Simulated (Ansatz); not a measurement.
# ClH2InO2: the cost of one run

Program: Ansatz 0.2.0. Level of theory: RKS r2SCAN/def2-SVP. These are calculated values, not measurements.

1 further run of the same task is left out (it didn't finish).

## 1. The structure to begin with

Bond lengths: In1–Cl2 2.440 Å, In1–O3 1.990 Å, O3–H4 1.010 Å, In1–O5 1.990 Å, O5–H6 1.010 Å. Angles: Cl2–In1–O3 120.0°, Cl2–In1–O5 120.0°, O3–In1–O5 120.0°, In1–O3–H4 109.5°, In1–O5–H6 109.5°.

Coordinates:

```xyz
6

In    0.0000    0.0000    0.0000
Cl    0.0000    0.0000    2.4400
O     1.7233    0.0000   -0.9950
H     2.0232   -0.9519   -1.1499
O    -1.7233    0.0000   -0.9950
H    -2.2330   -0.8467   -0.7865
```

## 2. Preparing the start

Contents of input.yaml:

```yaml
crystal:
  periodic: [false, false, false]
  atoms:
    - { symbol: In, position_ang: [0.0, 0.0, 0.0] }
    - { symbol: Cl, position_ang: [0.0, 0.0, 2.44] }
    - { symbol: O, position_ang: [1.7233, 0.0, -0.995] }
    - { symbol: H, position_ang: [2.0232, -0.9519, -1.1499] }
    - { symbol: O, position_ang: [-1.7233, 0.0, -0.995] }
    - { symbol: H, position_ang: [-2.233, -0.8467, -0.7865] }
basis:
  gaussian: { orbitals: def2-SVP }
hamiltonian:
  xc: r2scan
relax:
  f_tol: 0.02
  max_steps: 40
```

On the command line:

```bash
$ ansatz run input.yaml --threads 1 --pin off --max-ram 2048MiB --backend cpu --events-out ev --progress --plain --runs-dir out
```

Q: Estimate wall time and peak memory on 1 thread of Intel Xeon 6975P-C (Granite Rapids), shared host.

About 30 s, with a peak of 0.16 GiB.
